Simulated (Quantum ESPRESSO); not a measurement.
# SiSe: energy-loss spectrum under several settings

```
Si Se
1.0
     3.59520    0.00000    0.00000
    -1.79760    3.11353    0.00000
     0.00000    0.00000    3.59873
Si Se
1 1
Cartesian
  1.7976 1.0378 1.7994
  0.0000 0.0000 0.0000
```

The cell was built by a generator and needn't be a form met in nature.

All runs used Quantum ESPRESSO 7.5; no spin polarisation; cutoff 612 eV; occupations fermi-dirac, width 0.05 eV.

```csv
level,potentials,k mesh (s: shifted),geometry,approximation,q (Å⁻¹),direction,peak of the loss (eV),height
LDA,GBRV 1.5 LDA,6 × 6 × 4s,given cell,adiabatic TDDFT,0.60,110,?,?
PBEsol,GBRV 1.5 PBE,9 × 9 × 6s,volume scaled by 1.04,RPA with local fields,0.40,100,17.6,2.48
LDA,GBRV 1.5 LDA,6 × 6 × 4s,given cell,RPA with local fields,0.30,100,17.6,2.43
```

Problem. What stands in the row left open?

Solution. Peak of the loss 19.4 eV; height 2.20.

Caveats: some runs use coarse meshes; the wave vector is under the mesh spacing, so the intraband response is poorly sampled (some runs).

For the row left open. Caveat: the k mesh is coarse (spacing up to 0.44 Å⁻¹), so the values aren't converged.
